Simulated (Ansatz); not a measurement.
# What each level of theory costs: a 3×3×2 supercell of GaN (P6_3mc), atoms displaced at random by about 0.04 Å along each cell vector, on Xeon 6975P-C cores, threads left to the program

The runs below are of Ansatz 0.2.0 on an Intel Xeon 6975P-C node (Granite Rapids, 96 cores, 192 hardware threads, 360 GiB); a node with eight NVIDIA H100 80GB cards and 96 AMD EPYC 7R13 cores; a node with four NVIDIA GB200 cards and 144 Grace (Neoverse V2) cores, one at a time and with no other job on the machine; times are wall-clock times from launch to exit. Times and memory are rounded to two significant figures, and ratios are formed from the unrounded values. A row is a single run, so small differences between rows aren't established. System services beside the runs took up to 5 cores (rounded up). Runs with a thread on every core shared the cores with them. Precision is the program's default, which can work at lower precision in parts of a run. Card memory is the largest of readings taken every 0.4 s, so short peaks can be missed, and it isn't given for runs under about 3 s. It shows what a run took, which needn't be the least that it can run in: the program holds more work at once where threads and free memory allow.

The first rung is PBE.

Commands are shown without the flags for output files and display.

The folder soft_1 holds one of the program's own sets of PAW files, generated with PBE and used with every functional where the input names it.

```
atoms                                                              : 72
valence electrons                                                  : 648
cell volume                                                        : 823.1 Å³
cutoff (chosen by the program)                                     : 420 eV
k mesh                                                             : 3×3×2
k points solved                                                    : 10
symmetry operations used (translations within a supercell counted) : 1
plane waves at Γ                                                   : 16091
dense FFT grid                                                     : 64×64×72
bands at the start                                                 : 396
spin                                                               : none
first density                                                      : superposed atoms
```

The input file:

```yaml
crystal:
  lattice:
    - [9.566790, 0.000000, 0.000000]
    - [-4.783395, 8.285085, 0.000000]
    - [0.000000, 0.000000, 10.384714]
  atoms:
    - { symbol: Ga, position: [0.222618, 0.116338, 0.245955] }
    - { symbol: Ga, position: [0.115260, 0.221139, 0.498535] }
    - { symbol: "N", position: [0.230165, 0.111770, 0.437793] }
    # ... 68 more atoms, left out here ...
    - { symbol: "N", position: [0.780891, 0.886234, 0.683945] }
kpoints:
  mp_grid: { grid: [3, 3, 2] }
hamiltonian:
  xc: pbe
  pseudopotentials: { azcp: { folder: soft_1 } }
scf:
  occupations: { method: fixed }
output: { forces: true, stress: true }
```

Command for every rung:

```bash
ansatz run input.yaml --backend cpu
```

Lines that stand in the other rungs' inputs in place of, or beside, those above:

```yaml
# r2SCAN
hamiltonian:
  xc: r2scan
# PBE with spin-orbit coupling
hamiltonian:
  pseudopotentials: { kind: paw_fr, azcp: { folder: soft_1 } }
magnetization: { noncollinear: true, spin_orbit: true }
output: { eigenvalues: true }
# PBE, all-electron LAPW
hamiltonian:
  pseudopotentials: { kind: all_electron, lapw: {} }
# HSE06
hamiltonian:
  xc: hse06
# PBE0
hamiltonian:
  xc: pbe0
```

```csv
level,wall time,against PBE,SCF clock,outside it,outputs asked,electrons in bands,bands at the start,cutoff (eV),dense FFT grid,XC grid (× dense grid),k points,SCF iterations,residual at close (eV),eigensolver,threads,host memory (GiB),remarks
PBE,5.1 s,1.0,4.6 s,0.43 s,"forces, stress",648,396,420,64×64×72,8,10,10,8e-7,band CG,96,13,
PBE with spin-orbit coupling,73 s,14,72 s,0.87 s,eigenvalues,648,792,420,64×64×72,1,10,11,5e-8,band CG,96,77,
HSE06,3.5 min,42,3.5 min,1.7 s,"forces, stress",648,396,420,64×64×72,8,10,24,,Davidson,96,35,band table 24 s; SCF threshold loose for stress (1e-7 against 1.6e-9 eV); exchange threshold loose for stress (1e-6 against 1.6e-7 eV); exchange on 45×45×50 points
PBE0,3.6 min,43,3.6 min,1.6 s,"forces, stress",648,396,420,64×64×72,8,10,24,,Davidson,96,35,band table 23 s; SCF threshold loose for stress (1e-7 against 1.6e-9 eV); exchange threshold loose for stress (1e-6 against 1.6e-7 eV); exchange on 45×45×50 points
"PBE, all-electron LAPW",5.1 min,60,5.1 min,0.70 s,"forces, stress",1008,605,569,80×80×90,,10,12,2e-7,Davidson,96,68,
```

The SCF clock is the program's own. It runs from the start of the first SCF loop to the final result and holds forces, stress, later SCFs and response steps. Outside it lie start-up, exit and the set-up ahead of the first loop, which depends on the cell and the method.

SCF iterations are those that the program logged, summed over all steps and exchange cycles of a run; an SCF made in search of a lower state can go uncounted. A hybrid's count includes the PBE SCF that it starts from. LAPW's cutoff and plane waves are those at the start; the program can enlarge the basis.

«slots a→b»: to fit the memory the program cut the eigensolver solves (one k point and spin each) that it holds at once from a to b, which trades time for memory. «SCF threshold loose for stress (a against b)»: the program warns that its threshold a on the density residual is looser than the b that it advises where a stress is wanted. The warning is on the threshold set and not on the residual reached, which can lie below it; a run set to the advised value can need more iterations. «exchange threshold loose for stress (a against b)»: the same warning for the energy threshold of a hybrid's exchange loop, again on the value set and not on the value reached. «exchange on a×b×c points»: exact exchange forms its pair densities on this grid and not on the dense one, without the augmentation charges, which are treated apart. «band table a s»: behind the SCF the program solved its bands further for a band table, asked for or not, which took a s of the SCF clock (told where that is 5 % of it or more). «card a of b GiB» or «host a of b GiB»: the run took three quarters or more of a card's memory (or the program reckoned to fill 85 % of what was free), or 60 % or more of the host memory that it had. The program fits its work to the free memory, so such a run may be limited by memory even where its log doesn't say so. Rows whose remarks tell of memory aren't like for like with rows without. Of long logs only the start and the end were kept, so a limit that memory set in between can be missed.

The machines don't compute alike at the default precision: the logs show emulated matrix products on GB200.

The rungs don't all ask for the same outputs, so their times differ by more than the level of theory.

The program sets the grid for exchange-correlation by functional and task; the column gives its points per point of the dense FFT grid (LAPW has grids of its own).

The residual is the density residual (dr2) at which the first SCF closed; hybrids, which run several SCFs, have none listed. The eigensolver is the one reported for the main SCF.

At its default thresholds the program warns of the stress for hybrids alone, so a rung without the warning needn't be the more tightly converged one. The first rung closed at 8e-7 eV, above the 7.2e-9 eV that the program advises for its stress (1e-10 eV an atom; for hybrids it counts 16 atoms at most).

On cards the PAW terms of the exact-exchange stress are formed on the host, whole or in part, so cards needn't shorten that step.

The PAW files were made with PBE; for other functionals the program regenerates the frozen cores at set-up.

The same inputs on other machines (1 × H100: ansatz run input.yaml --backend cuda --devices 1; 1 × GB200: ansatz run input.yaml --backend cuda --devices 1). Wall time, with the SCF clock in brackets, then large parts of it, card memory and remarks (warnings on the input's settings that the first machine's log also gives are left out). A blank cell is a run that wasn't made, didn't finish or can't be compared:

| level | 1 × H100 | 1 × GB200 |
| --- | --- | --- |
| HSE06 | 69 s (65 s; 73 GiB; stress 30 s; card 73 of 80 GiB; band table 6.0 s) | 51 s (48 s; 96 GiB; stress 22 s; band table 3.8 s) |
| PBE | 3.1 s (1.4 s; 23 GiB) | 2.0 s (1.0 s) |
| PBE with spin-orbit coupling | 9.6 s (7.7 s; 63 GiB; card 63 of 80 GiB; slots 10→8) | 6.4 s (5.2 s; 78 GiB) |
| PBE, all-electron LAPW |  | 84 s (82 s; 82 GiB; card 82 of 185 GiB; slots 10→9) |
| PBE0 | 69 s (65 s; 73 GiB; stress 31 s; card 73 of 80 GiB; band table 5.9 s) |  |
| r2SCAN | 4.9 s (2.6 s; 26 GiB) | 3.2 s (1.8 s; 27 GiB) |

On some of these machines the first rung is short, so ratios to it would be rough.

The program's choice of threads differs by rung: 48 or 96 on 1 × H100, 72 or 144 on 1 × GB200.

Task: How long does r2SCAN take on Xeon 6975P-C cores, threads left to the program?

Result: 8.2 s, 1.6 times the first rung, at a cutoff of 500 eV, in 10 SCF iterations against 10; peak host memory 18 GiB. Its dense FFT grid has 72×72×80 points, against 64×64×72 (1.4 times as many). Its exchange-correlation grid has 64 points per point of the dense FFT grid, against 8.
